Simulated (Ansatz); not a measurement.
# Ge (zinc blende): the cost of one run

Computed with Ansatz 0.2.0 (DFT r2SCAN, scalar-relativistic, plane waves, PAW, unless a step's input says otherwise).

## (1) The system as given

The structure is cubic, space group Fd-3m (No. 227). Conventional cell: a = 5.714 Å, b = 5.714 Å, c = 5.714 Å, α = 90.00°, β = 90.00°, γ = 90.00°. Ge (site symmetry -43m) is surrounded by 4 Ge at 2.47 Å.

Structure file:

```cif
data_structure
_symmetry_space_group_name_H-M 'P 1'
_symmetry_Int_Tables_number 1
_cell_length_a 4.0404
_cell_length_b 4.0404
_cell_length_c 4.0404
_cell_angle_alpha 60.000
_cell_angle_beta 60.000
_cell_angle_gamma 60.000
_cell_volume 46.64
loop_
_atom_site_label
_atom_site_type_symbol
_atom_site_fract_x
_atom_site_fract_y
_atom_site_fract_z
_atom_site_occupancy
Ge1 Ge 0.00000 0.00000 0.00000 1
Ge2 Ge 0.25000 0.25000 0.25000 1
```

## (2) Single point: Ge (zinc blende), no spin, volume × 1.03

Input file input.yaml:

```yaml
crystal:
  lattice:
    - [0.0, 2.8570117227, 2.8570117227]
    - [2.8570117227, 0.0, 2.8570117227]
    - [2.8570117227, 2.8570117227, 0.0]
  atoms:
    - { symbol: Ge, position: [0.0, 0.0, 0.0] }
    - { symbol: Ge, position: [0.25, 0.25, 0.25] }
scf:
  occupations: { method: gaussian, width: 0.01 }
output:
  forces: true
  stress: true
  eigenvalues: true
  write_density: true
  write_potential: true
  elf: true
  volumetric_format: npy
hamiltonian:
  xc: r2scan
basis:
  ecutwfc: 500
kpoints:
  mp_grid: { grid: [12, 12, 12] }
```

Run with:

```console
$ ansatz run input.yaml --threads 1 --pin off --max-ram 2867MiB --backend cpu --events-out ev --progress --plain --runs-dir out
```

What time and memory should one allow on 1 thread of Intel Xeon at 2.30GHz, shared host?

About 9.7 s, with a peak of 0.4 GiB.
